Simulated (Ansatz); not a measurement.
# Yb6Be: the cost of one run

Program: Ansatz 0.2.0. Level of theory: DFT PBE, scalar-relativistic, plane waves, PAW. These are calculated values, not measurements.

## Step 1: The starting structure

Symmetry: Pm-3m, No. 221, cubic system. Conventional cell: a = 5.169 Å, b = 5.169 Å, c = 5.169 Å, α = 90.00°, β = 90.00°, γ = 90.00°. Around Yb (site symmetry 4mm) lie 5 Yb at 2.14 Å. Be (site symmetry m-3m) has 24 Yb at 3.81 Å as nearest neighbours.

Structure file:

```cif
data_structure
_symmetry_space_group_name_H-M 'Pm-3m'
_symmetry_Int_Tables_number 221
_cell_length_a 5.1694
_cell_length_b 5.1694
_cell_length_c 5.1694
_cell_angle_alpha 90.000
_cell_angle_beta 90.000
_cell_angle_gamma 90.000
_cell_volume 138.14
loop_
_atom_site_label
_atom_site_type_symbol
_atom_site_symmetry_multiplicity
_atom_site_Wyckoff_symbol
_atom_site_fract_x
_atom_site_fract_y
_atom_site_fract_z
_atom_site_occupancy
Yb1 Yb 6 f 0.20700 0.50000 0.50000 1
Be1 Be 1 a 0.00000 0.00000 0.00000 1
```

A structure generator made this guess: species swapped into a database cell of BaB6 (Pm-3m, No. 221), with Be on the Ba sites and Yb on the B sites. The dimensions are guesses.

## Step 2: A first look at the guess

The input, input.yaml:

```yaml
crystal:
  lattice:
    - [5.16939289, 0.0, 0.0]
    - [0.0, 5.16939289, 0.0]
    - [0.0, 0.0, 5.16939289]
  atoms:
    - { symbol: Yb, position: [0.207, 0.5, 0.5] }
    - { symbol: Yb, position: [0.5, 0.207, 0.5] }
    - { symbol: Yb, position: [0.793, 0.5, 0.5] }
    - { symbol: Yb, position: [0.5, 0.793, 0.5] }
    - { symbol: Yb, position: [0.5, 0.5, 0.207] }
    - { symbol: Yb, position: [0.5, 0.5, 0.793] }
    - { symbol: Be, position: [0.0, 0.0, 0.0] }
basis:
  ecutwfc: 420
kpoints:
  mp_grid: { grid: [4, 4, 4] }
hamiltonian:
  xc: pbe
scf:
  occupations: { method: gaussian, width: 0.1 }
  lower_state_search: "off"
output:
  forces: true
  stress: true
  eigenvalues: true
```

Command:

```console
$ ansatz run input.yaml --threads 1 --pin off --max-ram 2048MiB --backend cpu --events-out ev --progress --plain --runs-dir out
```

What time and memory should one allow on 1 thread of Arm Neoverse V2, shared host?

About 27 s, with a peak of 0.44 GiB.
